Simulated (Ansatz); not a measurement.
# Al3B2As5: the cost of one run

Computed with Ansatz 0.2.0 (DFT PBE, scalar-relativistic, plane waves, PAW, unless a step's input says otherwise).

**1. The system as given**

The structure is tetragonal, space group I-4m2 (No. 119). The conventional cell has a = 3.718 Å, b = 3.718 Å, c = 26.287 Å, α = 90.00°, β = 90.00°, γ = 90.00°. Al (site symmetry 2mm) is surrounded by 4 As at 2.28 Å. Al (site symmetry -4m2) is surrounded by 4 As at 2.28 Å. B (site symmetry 2mm) has 4 As at 2.28 Å as nearest neighbours. Around As (site symmetry 2mm) lie 2 Al at 2.28 Å and 2 B at 2.28 Å. As (site symmetry -4m2) is surrounded by 4 Al at 2.28 Å.

Coordinates:

```cif
data_structure
_symmetry_space_group_name_H-M 'P 1'
_symmetry_Int_Tables_number 1
_cell_length_a 13.4038
_cell_length_b 13.4038
_cell_length_c 13.4038
_cell_angle_alpha 164.058
_cell_angle_beta 164.058
_cell_angle_gamma 22.620
_cell_volume 181.65
loop_
_atom_site_label
_atom_site_type_symbol
_atom_site_fract_x
_atom_site_fract_y
_atom_site_fract_z
_atom_site_occupancy
Al1 Al 0.20000 0.20000 0.00000 1
Al2 Al 0.80000 0.80000 0.00000 1
Al3 Al 0.00000 0.00000 0.00000 1
B1 B 0.60000 0.60000 0.00000 1
B2 B 0.40000 0.40000 0.00000 1
As1 As 0.15000 0.65000 0.50000 1
As2 As 0.75000 0.25000 0.50000 1
As3 As 0.35000 0.85000 0.50000 1
As4 As 0.95000 0.45000 0.50000 1
As5 As 0.55000 0.05000 0.50000 1
```

The start is an ordering of an alloy on its end members' structure types: elements ordered on the sites of the BAs type, B/Al on B (I-4m2, No. 119).

**2. Probe: one point on a coarse mesh**

The input, input.yaml:

```yaml
crystal:
  lattice:
    - [-1.85877522, 1.85877522, 13.14352563]
    - [1.85877522, -1.85877522, 13.14352563]
    - [1.85877522, 1.85877522, -13.14352563]
  atoms:
    - { symbol: Al, position: [0.2, 0.2, 0.0] }
    - { symbol: Al, position: [0.8, 0.8, 0.0] }
    - { symbol: Al, position: [0.0, 0.0, 0.0] }
    - { symbol: B, position: [0.6, 0.6, 0.0] }
    - { symbol: B, position: [0.4, 0.4, 0.0] }
    - { symbol: As, position: [0.15, 0.65, 0.5] }
    - { symbol: As, position: [0.75, 0.25, 0.5] }
    - { symbol: As, position: [0.35, 0.85, 0.5] }
    - { symbol: As, position: [0.95, 0.45, 0.5] }
    - { symbol: As, position: [0.55, 0.05, 0.5] }
basis:
  ecutwfc: 420
kpoints:
  mp_grid: { grid: [6, 6, 6] }
hamiltonian:
  xc: pbe
scf:
  occupations: { method: gaussian, width: 0.1 }
  lower_state_search: "off"
output:
  forces: true
  stress: true
  eigenvalues: true
```

On the command line:

```console
$ ansatz run input.yaml --threads 1 --pin off --max-ram 2560MiB --backend cpu --events-out ev --progress --plain --runs-dir out
```

**Question.** How long does this run take on 1 thread of Arm Neoverse V2, shared host, and how much memory does it need?

About 30 s, with a peak of 0.49 GiB.
